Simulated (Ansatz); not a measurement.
Crystal: Rb3Pt.

```
CELL_PARAMETERS angstrom
5.49879 0.00000 0.00000
0.00000 5.49879 0.00000
0.00000 0.00000 5.49879
ATOMIC_POSITIONS crystal
Pt 0.50000 0.50000 0.50000
Rb 0.50000 0.00000 0.00000
Rb 0.00000 0.50000 0.00000
Rb 0.00000 0.00000 0.50000
```

The cell comes from a database or a generator and needn't be the stable form of this composition.

| Quantity | Value |
| --- | --- |
| Program | Ansatz 0.2.0 |
| Task | single point |
| Functional | PBE |
| Potentials or basis | Ansatz PAW |
| Cutoff | 420 eV (not typed: the program's choice for these potentials) |
| k mesh | 5 × 5 × 5 |
| Occupations | fermi-dirac, width 0.05 eV |
| Spin | no spin polarisation |

On this cell: pressure -0.1 GPa; largest force zero by symmetry; band gap on the k mesh none (metal or under the smearing width).

The same run follows on a disturbed copy (atoms moved at random, drawn with an rms of 0.05 Å):

```xyz
4
Lattice="5.4988 0.0000 0.0000 0.0000 5.4988 0.0000 0.0000 0.0000 5.4988" Properties=species:S:1:pos:R:3 pbc="T T T"
Pt    2.7178    2.7763    2.7419
Rb    2.7576   -0.0406    0.0144
Rb   -0.0123    2.7488   -0.0201
Rb    0.0238    0.0854    2.7813
```

What does the disturbed cell give?

The energy (extrapolated to zero smearing) moves by +0.8 meV/atom; pressure -0.1 GPa; largest force 0.075 eV/Å; band gap on the k mesh none (metal or under the smearing width).

Forces on the atoms (eV/Å):
```
Pt   0.005 -0.008  0.012
Rb  -0.017 -0.001  0.022
Rb   0.011  0.044  0.032
Rb   0.001 -0.035 -0.066
```
